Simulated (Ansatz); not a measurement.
# C2H8Si2: the cost of one run

Computed with Ansatz 0.2.0, Gaussian basis. Level: unrestricted cation, the program's frozen cores in correlated methods.

The runs, in order: UKS PBE-D4/def2-TZVPP; UKS r2SCAN-D4/def2-TZVPP; UKS PBE0-D4/def2-TZVPP; UKS B3LYP-D4/def2-TZVPP; UKS wB97X-V/def2-TZVPP; UKS wB97M-V/def2-TZVPP; UKS B2PLYP/def2-TZVPP; UHF-CCSD(T)/def2-TZVPP; UHF-MP2/def2-QZVPP; extrapolation to the limit; then −ε(HOMO) from the neutral's earlier runs with LDA (SPW92), PBE-D4, revPBE-D4, BLYP-D4, r2SCAN-D4, B97M-V, PBE0-D4, B3LYP-D4, r2SCANh-D4, r2SCAN0-D4, HSE06-D4, BHLYP-D4, CAM-B3LYP-D4, LC-ωPBE, ωB97X-V, ωB97M-V.

## Step 1: The relaxed structure

All runs share one geometry, relaxed beforehand with PBE0-D4 in a triple-zeta def2 set.

SMILES `[SiH3]/C=C/[SiH3]`, 12 atoms, charge 0, spin multiplicity 1.

Atoms are counted from 1 here; the program's logs count them from 0.

Bond lengths: Si1–C2 1.864 Å, Si1–H5 1.488 Å, Si1–H6 1.486 Å, Si1–H7 1.488 Å, C2–C3 1.337 Å, C2–H8 1.091 Å, C3–Si4 1.864 Å, C3–H9 1.091 Å, Si4–H10 1.488 Å, Si4–H11 1.486 Å, Si4–H12 1.488 Å. Angles: C2–Si1–H5 110.6°, C2–Si1–H6 108.8°, C2–Si1–H7 110.6°, H5–Si1–H6 109.5°, H5–Si1–H7 107.7°, H6–Si1–H7 109.5°, Si1–C2–C3 123.6°, Si1–C2–H8 118.1°, C3–C2–H8 118.3°, C2–C3–Si4 123.6°, C2–C3–H9 118.3°, Si4–C3–H9 118.1°, C3–Si4–H10 110.6°, C3–Si4–H11 108.8°, C3–Si4–H12 110.6°, H10–Si4–H11 109.5°, H10–Si4–H12 107.7°, H11–Si4–H12 109.5°.

## Step 2: Cation, UKS PBE-D4/def2-TZVPP

in.yaml

```yaml
crystal:
  periodic: [false, false, false]
  atoms:
    - {symbol: Si, position_ang: [-0.561041, 2.219271, 0.189559]}
    - {symbol: C, position_ang: [-0.544244, 0.356621, 0.118806]}
    - {symbol: C, position_ang: [0.557312, -0.365858, -0.111852]}
    - {symbol: Si, position_ang: [0.573829, -2.228454, -0.184043]}
    - {symbol: H, position_ang: [-1.044542, 2.689420, 1.516166]}
    - {symbol: H, position_ang: [0.818698, 2.721090, -0.042938]}
    - {symbol: H, position_ang: [-1.473532, 2.774936, -0.846471]}
    - {symbol: H, position_ang: [-1.486061, -0.172351, 0.273894]}
    - {symbol: H, position_ang: [1.499163, 0.163067, -0.266926]}
    - {symbol: H, position_ang: [1.491598, -2.785173, 0.846724]}
    - {symbol: H, position_ang: [-0.804746, -2.730528, 0.054778]}
    - {symbol: H, position_ang: [1.050566, -2.697241, -1.513598]}
basis:
  gaussian: {orbitals: def2-TZVPP}
total_charge: 1
magnetization: {spin_polarized: true, initial_magnetization: 1}
hamiltonian: {xc: pbe, dispersion: d4}
```

Launch:

```
$ ansatz run in.yaml --threads 2 --pin off --events-out ev --progress --plain --max-ram 32768MiB --backend cpu
```

What time and memory should one allow on 2 threads of AMD EPYC 7R13, shared host?

About 17 s, with a peak of 0.85 GiB.
